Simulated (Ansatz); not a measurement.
# ClH4O4Ta: up Jacob's ladder to CCSD(T)

The task here is to estimate one member of a computed series from the others.

Computed with Ansatz 0.2.0, Gaussian basis. Level: functionals in def2-TZVPP, the program's frozen cores in correlated methods.

Levels to be run: PBE-D4, r2SCAN-D4, PBE0-D4, B3LYP-D4, ωB97X-V, ωB97M-V, B2PLYP; CCSD(T)/def2-TZVPP; MP2/def2-QZVPP; extrapolation to the limit.

## The geometry

An earlier PBE0-D4 in a triple-zeta def2 set relaxation fixed the geometry. Ta takes the def2 core potential; no spin-orbit term is included.

SMILES `[OH][Ta]([OH])([OH])([OH])[Cl]`, 10 atoms, charge 0, spin multiplicity 1.

Atoms are counted from 1 here; the program's logs count them from 0.

Bond lengths: O1–Ta2 1.920 Å, O1–H7 0.957 Å, Ta2–O3 1.887 Å, Ta2–O4 1.896 Å, Ta2–O5 1.896 Å, Ta2–Cl6 2.397 Å, O3–H8 0.956 Å, O4–H9 0.960 Å, O5–H10 0.960 Å. Angles: Ta2–O1–H7 131.6°, O1–Ta2–O3 166.5°, O1–Ta2–O4 92.8°, O1–Ta2–O5 92.7°, O1–Ta2–Cl6 82.5°, O3–Ta2–O4 94.8°, O3–Ta2–O5 94.7°, O3–Ta2–Cl6 84.0°, O4–Ta2–O5 112.5°, O4–Ta2–Cl6 123.6°, O5–Ta2–Cl6 123.8°, Ta2–O3–H8 140.1°, Ta2–O4–H9 121.2°, Ta2–O5–H10 121.2°.

Coordinates:

```
O    -1.1581    1.2090    0.4842
Ta    0.1111   -0.1347   -0.0368
O     1.1668   -1.6879   -0.2233
O    -0.4871   -0.1333   -1.8359
O     1.5861    1.0243    0.2390
Cl   -0.9566   -1.3728    1.7159
H    -1.8362    1.2152    1.1590
H     1.2681   -2.5560    0.1635
H    -1.1514    0.4899   -2.1394
H     1.4572    1.9463    0.4737
```

Set-up of the first run:

in.yaml

```yaml
crystal:
  periodic: [false, false, false]
  atoms:
    - {symbol: O, position_ang: [-1.158114, 1.208990, 0.484176]}
    - {symbol: Ta, position_ang: [0.111076, -0.134680, -0.036825]}
    - {symbol: O, position_ang: [1.166825, -1.687870, -0.223313]}
    - {symbol: O, position_ang: [-0.487067, -0.133335, -1.835873]}
    - {symbol: O, position_ang: [1.586090, 1.024253, 0.239012]}
    - {symbol: Cl, position_ang: [-0.956570, -1.372822, 1.715945]}
    - {symbol: H, position_ang: [-1.836202, 1.215223, 1.159037]}
    - {symbol: H, position_ang: [1.268141, -2.555963, 0.163522]}
    - {symbol: H, position_ang: [-1.151395, 0.489888, -2.139404]}
    - {symbol: H, position_ang: [1.457216, 1.946306, 0.473723]}
basis:
  gaussian: {orbitals: def2-TZVPP}
hamiltonian: {xc: pbe, dispersion: d4}
output: {forces: true, orbitals: {seedname: orbitals}}
```

Started as:

```sh
ansatz run in.yaml --threads 2 --pin off --events-out ev --progress --plain --max-ram 32768MiB --backend cuda --devices 0, --max-vram 18GiB
```

Steps of the session up to this table: PBE-D4 (GGA); r2SCAN-D4 (meta-GGA); PBE0-D4 (hybrid); B3LYP-D4 (hybrid); ωB97X-V (range-separated); ωB97M-V (range-separated); B2PLYP (double hybrid).

One table of the session follows, with a row left open; its other results are not shown here.

It belongs to the step «Frontier levels by functional». 

| functional | HOMO (eV) | gap (eV) |
| --- | --- | --- |
| PBE-D4 | ? | ? |
| r2SCAN-D4 | -7.14 | 5.23 |
| PBE0-D4 | -8.26 | 7.03 |
| B3LYP-D4 | -7.98 | 6.51 |
| ωB97X-V | -10.70 | 11.68 |
| ωB97M-V | -10.57 | 11.46 |

Q: Estimate the row for PBE-D4 from the others.

The run gave: HOMO (eV): -6.77; gap (eV): 4.72. In the column «HOMO (eV)» it is the highest.
